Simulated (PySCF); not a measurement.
**A gas-phase reaction: AlH3O2S + H4Si → AlH5O2Si + H2S**

Aim: the reaction energy of `[OH][Al]([OH])[SH]` + `[SiH4]` → `[OH][Al]([OH])[SiH3]` + `S`.

Computed with PySCF 2.14.0; each step states its level. No surroundings beyond the atoms listed, unless a continuum is named. Atoms count from 0, parts from 1.

### Step 1. The system as given

Each species was relaxed by itself at PBE0-D3(BJ)/def2-SVPD.

### Step 2. Energies of the species: wB97M-D3(BJ)/def2-TZVPD

The job: settings as JSON, then the geometry in Å.

```
{"job": {"kind": "react", "xc": "wB97M-D3(BJ)", "basis": "def2-TZVPD"}, "charge": 0, "multiplicity": 1}
-1 AlH3O2S charge 0 multiplicity 1
O     -0.266860     0.259720     1.601800
Al    -0.017770     0.090380    -0.076490
O     -0.316700     1.396270    -1.133200
S      0.691220    -1.840740    -0.794810
H     -0.578230     1.057940     2.029020
H     -0.210760     1.393630    -2.083770
H      0.699070    -2.357260     0.457430

-1 H4Si charge 0 multiplicity 1
Si    -0.008880    -0.001050    -0.004650
H     -0.207340     1.289080    -0.726480
H     -0.718940    -1.092330    -0.732490
H      1.447940    -0.314110     0.062570
H     -0.557170     0.113230     1.377810

+1 AlH5O2Si charge 0 multiplicity 1
O      1.783650     0.416210     1.134560
Al     0.516750    -0.399650     0.319070
O      0.409140    -2.105520     0.186230
Si    -1.247940     0.934860    -0.683480
H      2.536930     0.051700     1.597790
H      1.004920    -2.769680     0.531470
H     -0.785130     2.327520    -0.968860
H     -1.732080     0.323850    -1.959580
H     -2.415570     1.021970     0.250500

+1 H2S charge 0 multiplicity 1
S     -0.009600     0.615470    -0.006350
H      0.969970    -0.313380     0.005560
H     -0.979790    -0.323190     0.003150
```

Method: wB97M-D3(BJ)/def2-TZVPD reaction energy of separated species, gas phase.

The run is started by

```bash
$ OMP_NUM_THREADS=1 python cluster_run.py task.json out
```

The driver reads the jobs from task.json and runs them one after another.

The log of the run:

```text
species 1 (AlH3O2S)
coarse grid: 30448 points
cycle   1  E = -793.0632648157  dE =  2.098e-01  |g| = 9.879e-01  |ddm| = 2.237e+00
cycle   2  E = -793.0206249782  dE =  4.264e-02  |g| = 1.177e+00  |ddm| = 1.504e+00
cycle   3  E = -793.2508891605  dE = -2.303e-01  |g| = 5.601e-02  |ddm| = 7.772e-01
cycle   4  E = -793.2518587791  dE = -9.696e-04  |g| = 2.301e-02  |ddm| = 8.237e-02
cycle   5  E = -793.2520246532  dE = -1.659e-04  |g| = 6.951e-03  |ddm| = 2.724e-02
cycle   6  E = -793.2520430822  dE = -1.843e-05  |g| = 2.304e-03  |ddm| = 1.175e-02
cycle   7  E = -793.2520449147  dE = -1.832e-06  |g| = 1.379e-03  |ddm| = 3.001e-03
final grid: 62168 points
cycle   8  E = -793.2519982507  dE = -1.830e-07  |g| = 1.606e-03  |ddm| = 2.809e-03
cycle   9  E = -793.2519980981  dE =  1.526e-07  |g| = 1.950e-03  |ddm| = 2.010e-03
cycle  10  E = -793.2519987042  dE = -6.061e-07  |g| = 6.295e-05  |ddm| = 1.070e-03
cycle  11  E = -793.2519987096  dE = -5.397e-09  |g| = 2.667e-05  |ddm| = 1.849e-04
cycle  12  E = -793.2519987100  dE = -3.706e-10  |g| = 3.821e-06  |ddm| = 5.799e-05
converged SCF energy = -793.2519987100

species 2 (H4Si)
coarse grid: 16304 points
cycle   1  E = -291.9161040840  dE = -3.418e-01  |g| = 1.181e-01  |ddm| = 1.460e+00
cycle   2  E = -291.9202095601  dE = -4.105e-03  |g| = 4.771e-02  |ddm| = 1.965e-01
cycle   3  E = -291.9206132846  dE = -4.037e-04  |g| = 9.760e-03  |ddm| = 5.323e-02
cycle   4  E = -291.9206547257  dE = -4.144e-05  |g| = 1.607e-03  |ddm| = 1.803e-02
cycle   5  E = -291.9206561270  dE = -1.401e-06  |g| = 2.632e-04  |ddm| = 5.384e-03
final grid: 33416 points
cycle   6  E = -291.9206478229  dE = -8.167e-08  |g| = 1.440e-04  |ddm| = 1.056e-03
cycle   7  E = -291.9206478322  dE = -9.282e-09  |g| = 5.653e-05  |ddm| = 3.688e-04
cycle   8  E = -291.9206478333  dE = -1.110e-09  |g| = 1.829e-05  |ddm| = 3.993e-05
cycle   9  E = -291.9206478336  dE = -2.635e-10  |g| = 1.238e-06  |ddm| = 4.129e-05
converged SCF energy = -291.9206478336

species 3 (AlH5O2Si)
coarse grid: 35488 points
cycle   1  E = -685.4764956395  dE =  3.273e-02  |g| = 1.027e+00  |ddm| = 2.366e+00
cycle   2  E = -685.4103416167  dE =  6.615e-02  |g| = 1.265e+00  |ddm| = 1.528e+00
cycle   3  E = -685.6819533291  dE = -2.716e-01  |g| = 4.604e-02  |ddm| = 7.993e-01
cycle   4  E = -685.6828498859  dE = -8.966e-04  |g| = 1.540e-02  |ddm| = 8.426e-02
cycle   5  E = -685.6829594857  dE = -1.096e-04  |g| = 3.915e-03  |ddm| = 2.948e-02
cycle   6  E = -685.6829687224  dE = -9.237e-06  |g| = 1.002e-03  |ddm| = 7.319e-03
final grid: 73096 points
cycle   7  E = -685.6829942249  dE = -8.457e-07  |g| = 4.154e-04  |ddm| = 2.974e-03
cycle   8  E = -685.6829943420  dE = -1.170e-07  |g| = 3.025e-04  |ddm| = 8.130e-04
cycle   9  E = -685.6829943654  dE = -2.345e-08  |g| = 1.260e-04  |ddm| = 2.776e-04
cycle  10  E = -685.6829943752  dE = -9.745e-09  |g| = 3.040e-05  |ddm| = 2.602e-04
cycle  11  E = -685.6829943755  dE = -3.761e-10  |g| = 6.921e-06  |ddm| = 5.988e-05
converged SCF energy = -685.6829943755

species 4 (H2S)
coarse grid: 11264 points
cycle   1  E = -399.4336009862  dE = -1.424e-01  |g| = 1.945e-01  |ddm| = 1.016e+00
cycle   2  E = -399.4459451203  dE = -1.234e-02  |g| = 1.106e-01  |ddm| = 2.399e-01
cycle   3  E = -399.4491445485  dE = -3.199e-03  |g| = 1.578e-02  |ddm| = 9.278e-02
cycle   4  E = -399.4492188907  dE = -7.434e-05  |g| = 4.851e-03  |ddm| = 1.790e-02
cycle   5  E = -399.4492311280  dE = -1.224e-05  |g| = 9.336e-04  |ddm| = 7.536e-03
cycle   6  E = -399.4492318592  dE = -7.312e-07  |g| = 1.776e-04  |ddm| = 2.124e-03
final grid: 22496 points
cycle   7  E = -399.4492195044  dE = -2.324e-08  |g| = 1.134e-04  |ddm| = 6.073e-04
cycle   8  E = -399.4492195074  dE = -2.975e-09  |g| = 6.804e-05  |ddm| = 1.500e-04
cycle   9  E = -399.4492195081  dE = -7.659e-10  |g| = 8.737e-06  |ddm| = 5.991e-05
converged SCF energy = -399.4492195081

Reaction energy = 25.510 kcal/mol
```

It took 26 s on 1 thread of Arm Neoverse V2, shared host; peak memory 0.76 GiB.

Species by species (with the dispersion term, which the log's SCF energies lack):

| ν | species | energy (Eh) | HOMO (eV) |
| --- | --- | --- | --- |
| -1 | [OH][Al]([OH])[SH] | -793.25738 | -10.02 |
| -1 | [SiH4] | -291.92342 | -12.22 |
| +1 | [OH][Al]([OH])[SiH3] | -685.68959 | -10.22 |
| +1 | S | -399.45056 | -9.89 |

### Step 3. Energies of the species: PBE0-D3(BJ)/def2-TZVPD

The job, as its differences from that of step 2:

```diff
@@ -1,2 +1,2 @@
-{"job": {"kind": "react", "xc": "wB97M-D3(BJ)", "basis": "def2-TZVPD"}, "charge": 0, "multiplicity": 1}
+{"job": {"kind": "react", "xc": "PBE0", "basis": "def2-TZVPD", "disp": "d3bj"}, "charge": 0, "multiplicity": 1}
 -1 AlH3O2S charge 0 multiplicity 1
```

Level: PBE0-D3(BJ)/def2-TZVPD reaction energy of separated species, gas phase.

The log of the run:

```text
species 1 (AlH3O2S)
coarse grid: 7280 points
cycle   1  E = -792.5028744296  dE =  3.092e-01  |g| = 1.085e+00  |ddm| = 2.345e+00
cycle   2  E = -792.0565045958  dE =  4.464e-01  |g| = 1.868e+00  |ddm| = 2.028e+00
cycle   3  E = -792.7132554736  dE = -6.568e-01  |g| = 1.142e-01  |ddm| = 1.358e+00
cycle   4  E = -792.7158979047  dE = -2.642e-03  |g| = 5.841e-02  |ddm| = 1.575e-01
cycle   5  E = -792.7167128000  dE = -8.149e-04  |g| = 8.944e-03  |ddm| = 5.884e-02
cycle   6  E = -792.7167238696  dE = -1.107e-05  |g| = 5.008e-03  |ddm| = 1.004e-02
cycle   7  E = -792.7167280703  dE = -4.201e-06  |g| = 1.302e-03  |ddm| = 3.691e-03
final grid: 62168 points
cycle   8  E = -792.7177326577  dE = -2.936e-05  |g| = 7.841e-03  |ddm| = 3.308e-02
cycle   9  E = -792.7177228224  dE =  9.835e-06  |g| = 1.066e-02  |ddm| = 1.229e-02
cycle  10  E = -792.7177417769  dE = -1.895e-05  |g| = 1.347e-03  |ddm| = 7.641e-03
cycle  11  E = -792.7177420698  dE = -2.929e-07  |g| = 2.410e-04  |ddm| = 1.147e-03
cycle  12  E = -792.7177420847  dE = -1.487e-08  |g| = 6.752e-05  |ddm| = 2.742e-04
cycle  13  E = -792.7177420857  dE = -9.693e-10  |g| = 2.482e-05  |ddm| = 6.231e-05
converged SCF energy = -792.7177420857

species 2 (H4Si)
coarse grid: 4104 points
cycle   1  E = -291.7552064607  dE = -2.942e-01  |g| = 9.464e-02  |ddm| = 1.333e+00
cycle   2  E = -291.7566635089  dE = -1.457e-03  |g| = 3.381e-02  |ddm| = 1.407e-01
cycle   3  E = -291.7567433604  dE = -7.985e-05  |g| = 5.641e-03  |ddm| = 2.106e-02
cycle   4  E = -291.7567479290  dE = -4.569e-06  |g| = 1.115e-03  |ddm| = 1.057e-02
final grid: 33416 points
cycle   5  E = -291.7561332391  dE = -2.930e-06  |g| = 4.804e-04  |ddm| = 8.193e-03
cycle   6  E = -291.7561332930  dE = -5.382e-08  |g| = 2.432e-04  |ddm| = 1.476e-03
cycle   7  E = -291.7561333140  dE = -2.100e-08  |g| = 6.545e-05  |ddm| = 3.754e-04
cycle   8  E = -291.7561333145  dE = -5.053e-10  |g| = 7.977e-06  |ddm| = 8.161e-05
converged SCF energy = -291.7561333145

species 3 (AlH5O2Si)
coarse grid: 8520 points
cycle   1  E = -684.9551930000  dE =  1.197e-01  |g| = 1.101e+00  |ddm| = 2.451e+00
cycle   2  E = -684.4460596100  dE =  5.091e-01  |g| = 1.944e+00  |ddm| = 1.860e+00
cycle   3  E = -685.1738098671  dE = -7.278e-01  |g| = 8.199e-02  |ddm| = 1.217e+00
cycle   4  E = -685.1752496643  dE = -1.440e-03  |g| = 1.813e-02  |ddm| = 7.937e-02
cycle   5  E = -685.1753167110  dE = -6.705e-05  |g| = 3.301e-03  |ddm| = 1.931e-02
cycle   6  E = -685.1753190530  dE = -2.342e-06  |g| = 1.000e-03  |ddm| = 4.391e-03
final grid: 73096 points
cycle   7  E = -685.1749526348  dE = -2.400e-05  |g| = 6.114e-03  |ddm| = 3.283e-02
cycle   8  E = -685.1749428150  dE =  9.820e-06  |g| = 9.679e-03  |ddm| = 9.463e-03
cycle   9  E = -685.1749587381  dE = -1.592e-05  |g| = 3.087e-04  |ddm| = 6.015e-03
cycle  10  E = -685.1749587566  dE = -1.845e-08  |g| = 1.090e-04  |ddm| = 3.972e-04
cycle  11  E = -685.1749587600  dE = -3.405e-09  |g| = 3.269e-05  |ddm| = 1.304e-04
cycle  12  E = -685.1749587601  dE = -1.266e-10  |g| = 1.831e-05  |ddm| = 3.013e-05
converged SCF energy = -685.1749587601

species 4 (H2S)
coarse grid: 2864 points
cycle   1  E = -399.2518630337  dE = -9.251e-02  |g| = 1.630e-01  |ddm| = 1.023e+00
cycle   2  E = -399.2538571650  dE = -1.994e-03  |g| = 1.600e-01  |ddm| = 2.978e-01
cycle   3  E = -399.2614716608  dE = -7.614e-03  |g| = 1.497e-02  |ddm| = 1.477e-01
cycle   4  E = -399.2614862730  dE = -1.461e-05  |g| = 1.103e-03  |ddm| = 5.881e-03
cycle   5  E = -399.2614866534  dE = -3.804e-07  |g| = 6.136e-04  |ddm| = 1.717e-03
final grid: 22496 points
cycle   6  E = -399.2625174140  dE = -7.085e-06  |g| = 4.896e-03  |ddm| = 1.692e-02
cycle   7  E = -399.2625180467  dE = -6.326e-07  |g| = 3.960e-03  |ddm| = 6.698e-03
cycle   8  E = -399.2625209789  dE = -2.932e-06  |g| = 2.911e-04  |ddm| = 3.504e-03
cycle   9  E = -399.2625210067  dE = -2.778e-08  |g| = 3.582e-05  |ddm| = 2.357e-04
cycle  10  E = -399.2625210071  dE = -3.603e-10  |g| = 6.382e-06  |ddm| = 2.919e-05
converged SCF energy = -399.2625210071

Reaction energy = 22.806 kcal/mol
```

Wall time 12 s (1 thread of Arm Neoverse V2, shared host); peak memory 0.62 GiB.

Reaction energy at this level: 22.81 kcal/mol.

### Step 4. Comparing the runs

Energies in kcal/mol, with wall time:

| run | reaction | time |
| --- | --- | --- |
| wB97M-D3(BJ)/def2-TZVPD | 25.51 | 26 s |
| PBE0-D3(BJ)/def2-TZVPD | 22.81 | 12 s |

### Step 5. What came out

```
                                                quantity                    value
               reaction energy (wB97M-D3(BJ)/def2-TZVPD)           25.51 kcal/mol
                     ΔH, ΔG at 298 K (xTB thermal terms)    +25.3, +23.9 kcal/mol
range of the reaction energy over the runs of this table  22.81 to 25.51 kcal/mol
```

What this shows: The reaction is endothermic by 25.3 kcal/mol in the gas phase; dispersion gives +0.14, and xTB itself gave 21.70 for the electronic energy (xTB energies and thermal terms come from the earlier relaxation of each species, not shown). No barrier was sought. The reaction energy runs from 22.81 (PBE0-D3(BJ)/def2-TZVPD) to 25.51 kcal/mol (wB97M-D3(BJ)/def2-TZVPD).
